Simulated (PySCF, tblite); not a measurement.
# C₅H₁₀N₂Si: dynamics, then NMR shifts on frames, part 2 of 2

tblite 0.8.0 and PySCF 2.14.0. Atoms count from 0.

### 5 NMR shieldings: 625 fs, PBE0/pcSseg-1

Job settings and geometry (Å):

```
{"job": {"kind": "nmr", "xc": "PBE0", "basis": "pcSseg-1", "pop": false}, "charge": 0, "multiplicity": 1}
C      2.765600     0.100100     2.105300
N      1.607800     0.099800     1.239800
Si     1.240100    -1.096400     0.091500
N     -0.501200    -1.114200    -0.129700
C     -1.264300    -2.128300    -0.726000
C     -2.479100    -1.707100    -0.973100
C     -2.522300    -0.346800    -0.432100
C     -1.305600    -0.087100     0.114900
H      2.393300     0.634000     2.954100
H      3.524800     0.681400     1.524400
H      3.161400    -0.869900     2.258700
H      1.544700     1.028300     0.944600
H      1.950900    -0.753500    -1.160400
H      1.643500    -2.316300     0.699500
H     -0.774700    -2.970700    -1.183300
H     -3.337200    -2.069700    -1.409800
H     -3.366500     0.318700    -0.428100
H     -1.031300     0.802200     0.599200
```

Level: GIAO PBE0/pcSseg-1 NMR shielding, non-relativistic, gas phase.

Standard output:

```text
coarse grid: 15384 points
cycle   1  E = -594.8852647980  dE =  1.469e+00  |g| = 5.376e-01  |ddm| = 3.922e+00
cycle   2  E = -594.8422511285  dE =  4.301e-02  |g| = 6.939e-01  |ddm| = 1.229e+00
cycle   3  E = -594.9547896858  dE = -1.125e-01  |g| = 9.491e-02  |ddm| = 7.650e-01
cycle   4  E = -594.9563837476  dE = -1.594e-03  |g| = 4.919e-02  |ddm| = 1.188e-01
cycle   5  E = -594.9569151328  dE = -5.314e-04  |g| = 1.171e-02  |ddm| = 4.662e-02
cycle   6  E = -594.9569412131  dE = -2.608e-05  |g| = 4.471e-03  |ddm| = 1.260e-02
cycle   7  E = -594.9569454259  dE = -4.213e-06  |g| = 5.514e-04  |ddm| = 4.101e-03
final grid: 143672 points
cycle   8  E = -595.0001746638  dE = -3.651e-05  |g| = 8.450e-03  |ddm| = 3.532e-02
cycle   9  E = -595.0001678087  dE =  6.855e-06  |g| = 1.022e-02  |ddm| = 1.671e-02
cycle  10  E = -595.0001919328  dE = -2.412e-05  |g| = 9.511e-04  |ddm| = 9.244e-03
cycle  11  E = -595.0001920982  dE = -1.654e-07  |g| = 3.613e-04  |ddm| = 9.318e-04
cycle  12  E = -595.0001921250  dE = -2.683e-08  |g| = 1.083e-04  |ddm| = 3.744e-04
cycle  13  E = -595.0001921277  dE = -2.624e-09  |g| = 3.662e-05  |ddm| = 1.281e-04
cycle  14  E = -595.0001921280  dE = -2.979e-10  |g| = 6.062e-06  |ddm| = 3.386e-05
converged SCF energy = -595.0001921280

GIAO shielding tensors (ppm)
atom      isotropic    diamagn.    paramagn.     s11        s22        s33       span
  0 C      154.348     244.443     -90.095    134.818    143.283    184.944     50.126
  1 N      250.772     327.364     -76.592    223.166    237.371    291.779     68.612
  2 Si     380.554     883.648    -503.094    334.113    388.742    418.807     84.693
  3 N       97.736     331.404    -233.667     32.567     74.885    185.758    153.191
  4 C       70.402     248.977    -178.575     -1.611     73.020    139.796    141.406
  5 C       68.540     258.648    -190.108    -20.872     52.785    173.706    194.578
  6 C       61.238     258.798    -197.560    -26.608     62.545    147.778    174.386
  7 C       62.585     252.208    -189.623    -35.979     68.226    155.508    191.487
  8 H       27.920      27.691       0.229     21.248     26.770     35.743     14.495
  9 H       27.677      26.361       1.316     21.620     26.217     35.194     13.574
 10 H       29.369      28.395       0.974     25.529     28.037     34.541      9.013
 11 H       32.688      40.177      -7.489     21.561     34.250     42.252     20.691
 12 H       26.004      31.387      -5.383     21.825     25.031     31.156      9.332
 13 H       27.037      31.842      -4.805     22.907     26.533     31.671      8.765
 14 H       25.342      29.404      -4.062     21.226     26.880     27.919      6.693
 15 H       25.360      33.254      -7.894     23.526     25.363     27.191      3.666
 16 H       25.109      33.005      -7.897     22.719     25.627     26.980      4.261
 17 H       25.108      35.433     -10.325     20.968     24.912     29.443      8.475
```

It took 27 s on 1 thread of Arm Neoverse V1, shared host; peak memory 0.86 GiB.

Key values: δ C6 125.7, C7 124.3, C5 118.4, C4 116.5, H17 6.61, H16 6.61 ppm.

### 6 Shielding tensors: 800 fs, PBE0/pcSseg-1

Job settings and geometry (Å):

```
{"job": {"kind": "nmr", "xc": "PBE0", "basis": "pcSseg-1", "pop": false}, "charge": 0, "multiplicity": 1}
C      2.975500     0.298400     1.348400
N      1.718100     0.279200     0.669100
Si     1.101800    -1.317900     0.363800
N     -0.491400    -1.053600    -0.258200
C     -1.150600    -2.048200    -0.940400
C     -2.476200    -1.781000    -0.807200
C     -2.665100    -0.549700    -0.160100
C     -1.404300    -0.126000     0.231800
H      2.886800     0.104900     2.450000
H      3.506700     1.200700     1.300100
H      3.578700    -0.482800     0.891300
H      1.210000     1.193400     0.717100
H      2.039400    -2.004400    -0.663400
H      1.283000    -2.278300     1.583700
H     -0.594000    -2.850900    -1.350800
H     -3.388500    -2.309900    -1.237800
H     -3.635200    -0.123100    -0.036100
H     -1.074200     0.851300     0.524600
```

Method: GIAO PBE0/pcSseg-1 NMR shielding, non-relativistic, gas phase.

Standard output:

```text
coarse grid: 15384 points
cycle   1  E = -594.9042947308  dE =  1.217e+00  |g| = 4.985e-01  |ddm| = 3.883e+00
cycle   2  E = -594.8612575841  dE =  4.304e-02  |g| = 6.607e-01  |ddm| = 1.089e+00
cycle   3  E = -594.9649448322  dE = -1.037e-01  |g| = 9.394e-02  |ddm| = 6.677e-01
cycle   4  E = -594.9665424266  dE = -1.598e-03  |g| = 4.805e-02  |ddm| = 1.146e-01
cycle   5  E = -594.9670501988  dE = -5.078e-04  |g| = 1.151e-02  |ddm| = 4.479e-02
cycle   6  E = -594.9670750535  dE = -2.485e-05  |g| = 4.344e-03  |ddm| = 1.171e-02
cycle   7  E = -594.9670790035  dE = -3.950e-06  |g| = 4.076e-04  |ddm| = 3.645e-03
final grid: 143672 points
cycle   8  E = -595.0090121243  dE = -3.177e-05  |g| = 8.307e-03  |ddm| = 2.960e-02
cycle   9  E = -595.0090038998  dE =  8.224e-06  |g| = 1.039e-02  |ddm| = 1.644e-02
cycle  10  E = -595.0090289621  dE = -2.506e-05  |g| = 9.982e-04  |ddm| = 9.080e-03
cycle  11  E = -595.0090291534  dE = -1.913e-07  |g| = 3.271e-04  |ddm| = 9.581e-04
cycle  12  E = -595.0090291744  dE = -2.108e-08  |g| = 1.022e-04  |ddm| = 3.224e-04
cycle  13  E = -595.0090291768  dE = -2.361e-09  |g| = 3.538e-05  |ddm| = 1.185e-04
cycle  14  E = -595.0090291771  dE = -2.901e-10  |g| = 6.110e-06  |ddm| = 3.269e-05
converged SCF energy = -595.0090291771

GIAO shielding tensors (ppm)
atom      isotropic    diamagn.    paramagn.     s11        s22        s33       span
  0 C      158.033     238.456     -80.423    129.062    154.246    190.792     61.730
  1 N      255.209     325.139     -69.930    210.367    261.943    293.318     82.951
  2 Si     383.743     881.454    -497.711    305.253    382.534    463.443    158.191
  3 N       89.791     328.462    -238.671      7.398     60.148    201.828    194.430
  4 C       61.939     249.869    -187.931    -15.042     59.804    141.054    156.096
  5 C       63.856     258.228    -194.373    -13.300     49.922    154.945    168.246
  6 C       59.267     257.888    -198.621    -33.154     50.504    160.452    193.606
  7 C       57.500     252.577    -195.076    -21.465     58.583    135.383    156.848
  8 H       28.362      25.988       2.374     22.828     26.453     35.805     12.978
  9 H       29.742      27.715       2.027     25.367     27.168     36.689     11.322
 10 H       29.082      26.713       2.370     24.057     27.014     36.176     12.118
 11 H       29.797      34.945      -5.149     19.619     30.485     39.286     19.667
 12 H       25.118      29.463      -4.345     21.840     23.677     29.838      7.997
 13 H       25.219      28.428      -3.209     22.555     23.437     29.664      7.110
 14 H       24.900      30.201      -5.301     21.434     25.255     28.011      6.577
 15 H       24.180      28.164      -3.984     21.047     24.682     26.811      5.764
 16 H       24.676      32.469      -7.793     22.500     25.205     26.322      3.822
 17 H       24.882      34.150      -9.267     20.258     25.666     28.724      8.466
```

It took 27 s on 1 thread of Arm Neoverse V1, shared host; peak memory 0.86 GiB.

In short: δ C7 129.4, C6 127.7, C4 125.0, C5 123.1, H15 7.54, H16 7.04 ppm.

### 7 NMR shieldings: 1000 fs, PBE0/pcSseg-1

Job settings and geometry (Å):

```
{"job": {"kind": "nmr", "xc": "PBE0", "basis": "pcSseg-1", "pop": false}, "charge": 0, "multiplicity": 1}
C      3.092900     0.622800     0.970300
N      1.701300     0.311400     0.532300
Si     1.183900    -1.374700     0.433300
N     -0.551400    -1.397300    -0.051800
C     -1.078600    -2.126200    -1.047500
C     -2.424200    -1.866900    -1.144500
C     -2.711500    -0.843200    -0.160500
C     -1.511500    -0.608200     0.427600
H      3.111000     1.552300     1.598000
H      3.750800     0.728500     0.073600
H      3.510300    -0.252700     1.538200
H      1.051400     1.008700     1.053600
H      1.814700    -2.055200    -0.746100
H      1.170200    -2.020800     1.665800
H     -0.415700    -2.816300    -1.537400
H     -3.097700    -2.429600    -1.709200
H     -3.647700    -0.326500     0.033900
H     -1.384700    -0.087400     1.283700
```

Level: GIAO PBE0/pcSseg-1 NMR shielding, non-relativistic, gas phase.

Standard output:

```text
coarse grid: 15384 points
cycle   1  E = -594.8969877926  dE =  1.205e+00  |g| = 4.963e-01  |ddm| = 3.881e+00
cycle   2  E = -594.8607139183  dE =  3.627e-02  |g| = 6.429e-01  |ddm| = 1.262e+00
cycle   3  E = -594.9592681311  dE = -9.855e-02  |g| = 9.070e-02  |ddm| = 7.749e-01
cycle   4  E = -594.9607164032  dE = -1.448e-03  |g| = 4.664e-02  |ddm| = 1.167e-01
cycle   5  E = -594.9611918798  dE = -4.755e-04  |g| = 1.119e-02  |ddm| = 4.310e-02
cycle   6  E = -594.9612136655  dE = -2.179e-05  |g| = 5.188e-03  |ddm| = 1.323e-02
cycle   7  E = -594.9612194337  dE = -5.768e-06  |g| = 4.570e-04  |ddm| = 4.756e-03
final grid: 143672 points
cycle   8  E = -595.0033187794  dE = -3.117e-05  |g| = 8.481e-03  |ddm| = 3.095e-02
cycle   9  E = -595.0033104170  dE =  8.362e-06  |g| = 1.057e-02  |ddm| = 1.788e-02
cycle  10  E = -595.0033364239  dE = -2.601e-05  |g| = 9.736e-04  |ddm| = 9.837e-03
cycle  11  E = -595.0033366020  dE = -1.780e-07  |g| = 3.435e-04  |ddm| = 1.021e-03
cycle  12  E = -595.0033366258  dE = -2.388e-08  |g| = 9.434e-05  |ddm| = 3.437e-04
cycle  13  E = -595.0033366278  dE = -1.954e-09  |g| = 4.077e-05  |ddm| = 1.227e-04
cycle  14  E = -595.0033366282  dE = -3.783e-10  |g| = 8.161e-06  |ddm| = 3.885e-05
converged SCF energy = -595.0033366282

GIAO shielding tensors (ppm)
atom      isotropic    diamagn.    paramagn.     s11        s22        s33       span
  0 C      149.578     239.748     -90.169    124.417    141.287    183.032     58.615
  1 N      238.472     325.673     -87.201    194.438    237.634    283.342     88.904
  2 Si     371.430     882.746    -511.316    345.020    369.019    400.252     55.232
  3 N       90.008     331.134    -241.125      4.594     53.310    212.120    207.526
  4 C       60.499     250.045    -189.546    -19.810     65.879    135.427    155.237
  5 C       70.268     256.476    -186.207     -7.348     55.393    162.760    170.108
  6 C       65.696     259.015    -193.319    -25.559     61.236    161.412    186.971
  7 C       68.395     251.569    -183.174    -16.168     70.248    151.106    167.274
  8 H       27.888      25.773       2.115     23.133     26.073     34.459     11.326
  9 H       27.837      26.352       1.485     22.885     25.930     34.697     11.812
 10 H       28.064      25.563       2.502     23.260     26.588     34.346     11.086
 11 H       28.727      34.608      -5.881     18.449     30.228     37.505     19.057
 12 H       25.910      30.523      -4.613     21.688     25.288     30.754      9.066
 13 H       26.750      31.496      -4.746     23.792     24.846     31.612      7.820
 14 H       25.059      30.628      -5.569     21.130     25.870     28.177      7.048
 15 H       25.673      31.742      -6.069     23.438     26.129     27.452      4.014
 16 H       24.566      32.143      -7.577     22.342     25.234     26.123      3.782
 17 H       26.535      36.457      -9.923     22.642     26.820     30.142      7.501
```

Wall time 27 s (1 thread of Arm Neoverse V1, shared host); peak memory 0.86 GiB.

In short: δ C4 126.4, C6 121.2, C7 118.5, C5 116.7, H16 7.15, H14 6.66 ppm.

### 8 Run by run: NMR shifts

Shifts (ppm) of some atoms, chosen among heavy atoms and hydrogens apart, with basis size and wall time:

| frame | C4 | C6 | H9 | H11 | N3 | N1 | Si2 | functions | time |
| --- | --- | --- | --- | --- | --- | --- | --- | --- | --- |
| 250 fs | 128.6 | 127.4 | 2.98 | 0.73 | 185.3 | 13.7 | -27.6 | 193 | 26 s |
| 425 fs | 129.2 | 115.0 | 2.75 | 0.39 | 168.8 | 9.0 | -35.9 | 193 | 26 s |
| 625 fs | 116.5 | 125.7 | 4.04 | -0.97 | 170.0 | 17.0 | -31.4 | 193 | 27 s |
| 800 fs | 125.0 | 127.7 | 1.98 | 1.92 | 177.9 | 12.5 | -34.6 | 193 | 27 s |
| 1000 fs | 126.4 | 121.2 | 3.88 | 2.99 | 177.7 | 29.3 | -22.3 | 193 | 27 s |

### 9 Summary of results

What follows sums up all 2 parts.

```
                                       quantity                                                           value
                                     thermostat                                                           400 K
                  mean temperature, second half                                                           331 K
        mean potential energy above the minimum                                                         0.79 eV
 ¹³C shifts against TMS (PBE0/pcSseg-1, 250 fs)                            130.7, 128.6, 127.4, 119.7, 28.0 ppm
  ¹H shifts against TMS (PBE0/pcSseg-1, 250 fs)  7.26, 7.13, 6.76, 6.54, 6.05, 5.48, 3.16, 2.98, 2.31, 0.73 ppm
 ¹⁵N shifts against NH3 (PBE0/pcSseg-1, 250 fs)                                                 185.3, 13.7 ppm
²⁹Si shifts against TMS (PBE0/pcSseg-1, 250 fs)                                                       -27.6 ppm
                       range of the shift of N1                                                 9.0 to 29.3 ppm
```

**Reading.** In the second half the potential energy averages 0.79 eV above the minimum; equipartition over 48 harmonic modes at 400 K would give 0.83 eV. With 18 atoms the temperature swings widely (206 to 456 K). Shifts at one fixed geometry are not the observed spectrum, which averages over the motion. In the first frame run (250 fs): The widest tensor belongs to C6: span 207 ppm, with a paramagnetic part of -200 ppm. NICS(1)zz of -30 ppm above the planar ring from N3 marks a diatropic (aromatic) ring current. In ppm, N1 moves most: its shift spreads over 20.3 ppm, from 9.0 (425 fs) to 29.3 (1000 fs).
